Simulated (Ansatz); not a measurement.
**CH₉HfN₃O: how energies converge with the basis set**

The task here is to estimate one member of a computed series from the others.

The runs use Ansatz 0.2.0, Gaussian basis; one geometry, several basis sets.

Levels to be run: PBE0-D4/def2-SVP; ωB97M-V/def2-SVP; PBE0-D4/def2-QZVPP; ωB97M-V/def2-QZVPP; the functionals' def2-TZVPP values are taken from earlier runs.

2 further runs of the same task are left out: 2 for a known fault of the program. Runs told in other sessions of the task aren't counted.

**Structure used throughout**

All runs share one geometry, relaxed beforehand with PBE0-D4 in a triple-zeta def2 set. Hf takes the def2 core potential; no spin-orbit term is included.

SMILES `C[O][Hf]([NH2])([NH2])[NH2]`, 15 atoms, charge 0, spin multiplicity 1.

Atoms are counted from 1 here; the program's logs count them from 0.

Bond lengths: C1–O2 1.384 Å, C1–H7 1.096 Å, C1–H8 1.096 Å, C1–H9 1.096 Å, O2–Hf3 1.929 Å, Hf3–N4 2.048 Å, Hf3–N5 2.048 Å, Hf3–N6 2.048 Å, N4–H10 1.010 Å, N4–H11 1.010 Å, N5–H12 1.010 Å, N5–H13 1.010 Å, N6–H14 1.010 Å, N6–H15 1.010 Å. Angles: O2–C1–H7 110.9°, O2–C1–H8 110.9°, O2–C1–H9 110.9°, H7–C1–H8 108.0°, H7–C1–H9 108.0°, H8–C1–H9 108.0°, C1–O2–Hf3 179.8°, O2–Hf3–N4 111.6°, O2–Hf3–N5 111.6°, O2–Hf3–N6 111.6°, N4–Hf3–N5 107.2°, N4–Hf3–N6 107.2°, N5–Hf3–N6 107.3°, Hf3–N4–H10 124.6°, Hf3–N4–H11 126.4°, H10–N4–H11 108.6°, Hf3–N5–H12 126.4°, Hf3–N5–H13 124.6° and more.

The first run:

in.yaml

```yaml
crystal:
  periodic: [false, false, false]
  atoms:
    - {symbol: C, position_ang: [-0.641709, -1.897461, 1.885434]}
    - {symbol: O, position_ang: [-0.321661, -0.940969, 0.937168]}
    - {symbol: Hf, position_ang: [0.130309, 0.388710, -0.385395]}
    - {symbol: N, position_ang: [0.946708, -0.459769, -2.061227]}
    - {symbol: N, position_ang: [1.492737, 1.737317, 0.335480]}
    - {symbol: N, position_ang: [-1.517464, 1.448351, -0.982907]}
    - {symbol: H, position_ang: [-0.098874, -2.831331, 1.697589]}
    - {symbol: H, position_ang: [-1.715106, -2.120187, 1.869275]}
    - {symbol: H, position_ang: [-0.382425, -1.551298, 2.892847]}
    - {symbol: H, position_ang: [1.779952, -0.127293, -2.524825]}
    - {symbol: H, position_ang: [0.661240, -1.326289, -2.494991]}
    - {symbol: H, position_ang: [2.278424, 1.532981, 0.936724]}
    - {symbol: H, position_ang: [1.417619, 2.739226, 0.233992]}
    - {symbol: H, position_ang: [-1.750377, 1.652451, -1.944098]}
    - {symbol: H, position_ang: [-2.279375, 1.755551, -0.395055]}
basis:
  gaussian: {orbitals: def2-SVP}
hamiltonian: {xc: pbe0, dispersion: d4}
output: {orbitals: {seedname: orbitals}}
```

On the command line:

```
> ansatz run in.yaml --threads 4 --pin off --events-out ev --progress --plain --max-ram 11315MiB
```

Steps of the session up to this table: PBE0-D4 in def2-SVP; ωB97M-V in def2-SVP; PBE0-D4 in def2-QZVPP; ωB97M-V in def2-QZVPP.

One table of the session follows, with a row left open; its other results are not shown here.

It belongs to the step «Density functionals: the series». 

| functional | basis | HOMO (eV) | LUMO (eV) |
| --- | --- | --- | --- |
| PBE0-D4 | def2-SVP | -6.53 | 0.38 |
| PBE0-D4 | def2-TZVPP | -6.69 | 0.16 |
| PBE0-D4 | def2-QZVPP | -6.77 | -0.19 |
| ωB97M-V | def2-SVP | -8.90 | 1.61 |
| ωB97M-V | def2-TZVPP | -9.07 | 1.29 |
| ωB97M-V | def2-QZVPP | ? | ? |

Estimate the missing values for ωB97M-V, def2-QZVPP.

The run gave: HOMO (eV): -9.15; LUMO (eV): 0.65. In the column «HOMO (eV)» it is the lowest.
